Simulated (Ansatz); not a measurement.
**CH6BFO2Si: one species, many methods**

One table from this session's results is given with a row withheld; the runs are named, their logs left out.

Method: functionals in def2-TZVPP, the program's frozen cores in correlated methods; program: Ansatz 0.2.0, Gaussian basis.

Levels to be run: PBE-D4, r2SCAN-D4, PBE0-D4, B3LYP-D4, ωB97X-V, ωB97M-V, B2PLYP; CCSD(T)/def2-TZVPP; MP2/def2-QZVPP; extrapolation to the limit.

## Structure used throughout

An earlier PBE0-D4 in a triple-zeta def2 set relaxation fixed the geometry.

SMILES `FCOBO[SiH3]`, 12 atoms, charge 0, spin multiplicity 1.

Atoms are counted from 1 here; the program's logs count them from 0.

Bond lengths: F1–C2 1.368 Å, C2–O3 1.381 Å, C2–H7 1.095 Å, C2–H8 1.092 Å, O3–B4 1.370 Å, B4–O5 1.346 Å, B4–H9 1.198 Å, O5–Si6 1.660 Å, Si6–H10 1.481 Å, Si6–H11 1.483 Å, Si6–H12 1.484 Å. Angles: F1–C2–O3 109.4°, F1–C2–H7 107.6°, F1–C2–H8 107.9°, O3–C2–H7 111.5°, O3–C2–H8 108.5°, H7–C2–H8 111.8°, C2–O3–B4 120.8°, O3–B4–O5 118.7°, O3–B4–H9 120.5°, O5–B4–H9 120.8°, B4–O5–Si6 130.9°, O5–Si6–H10 106.3°, O5–Si6–H11 110.3°, O5–Si6–H12 110.1°, H10–Si6–H11 110.1°, H10–Si6–H12 109.9°, H11–Si6–H12 110.0°.

Set-up of the first run:

File in.yaml:

```yaml
crystal:
  periodic: [false, false, false]
  atoms:
    - {symbol: F, position_ang: [-2.675308, -0.344899, 1.006010]}
    - {symbol: C, position_ang: [-1.526335, 0.168115, 1.543444]}
    - {symbol: O, position_ang: [-0.549801, 0.223576, 0.568856]}
    - {symbol: B, position_ang: [0.335052, -0.808931, 0.404303]}
    - {symbol: O, position_ang: [1.214784, -0.749525, -0.612987]}
    - {symbol: Si, position_ang: [1.420396, 0.384274, -1.808278]}
    - {symbol: H, position_ang: [-1.229540, -0.481591, 2.373180]}
    - {symbol: H, position_ang: [-1.738677, 1.184693, 1.879882]}
    - {symbol: H, position_ang: [0.335856, -1.735637, 1.163066]}
    - {symbol: H, position_ang: [2.525221, -0.108970, -2.661784]}
    - {symbol: H, position_ang: [0.179185, 0.520487, -2.608223]}
    - {symbol: H, position_ang: [1.786066, 1.693407, -1.213371]}
basis:
  gaussian: {orbitals: def2-TZVPP}
hamiltonian: {xc: pbe, dispersion: d4}
output: {forces: true, orbitals: {seedname: orbitals}}
```

Launch:

```
ansatz run in.yaml --threads 4 --pin off --events-out ev --progress --plain --max-ram 10444MiB
```

Among the steps run: PBE-D4 (GGA); r2SCAN-D4 (meta-GGA); PBE0-D4 (hybrid); B3LYP-D4 (hybrid); ωB97X-V (range-separated); ωB97M-V (range-separated); B2PLYP (double hybrid); CCSD(T) in def2-TZVPP; MP2 in def2-QZVPP.

One of the session's tables, all rows but one given; the rest of the session is left out.

| method | atomisation energy (kJ/mol) |
| --- | --- |
| PBE-D4 | ? |
| r2SCAN-D4 | 4675.2 |
| PBE0-D4 | 4634.4 |
| B3LYP-D4 | 4655.1 |
| ωB97X-V | 4674.6 |
| ωB97M-V | 4676.7 |
| B2PLYP | 4618.8 |
| HF/def2-TZVPP | 3451.8 |
| MP2/def2-TZVPP | 4649.0 |
| CCSD/def2-TZVPP | 4477.7 |
| CCSD(T)/def2-TZVPP | 4541.9 |
| MP2/CBS | 4767.8 |
| CCSD(T)/CBS | 4660.7 |

Q: Estimate the row for PBE-D4 from the others.

As computed: atomisation energy (kJ/mol): 4727.1. In the column «atomisation energy (kJ/mol)» it lies between ωB97M-V (4676.7) and MP2/CBS (4767.8).

Limits of these values: Free atoms (1 F, 1 C, 2 O, 1 B, 1 Si, 6 H) were run apart at each level; the atomisation energy is their sum less the molecule, without zero-point or spin-orbit terms.
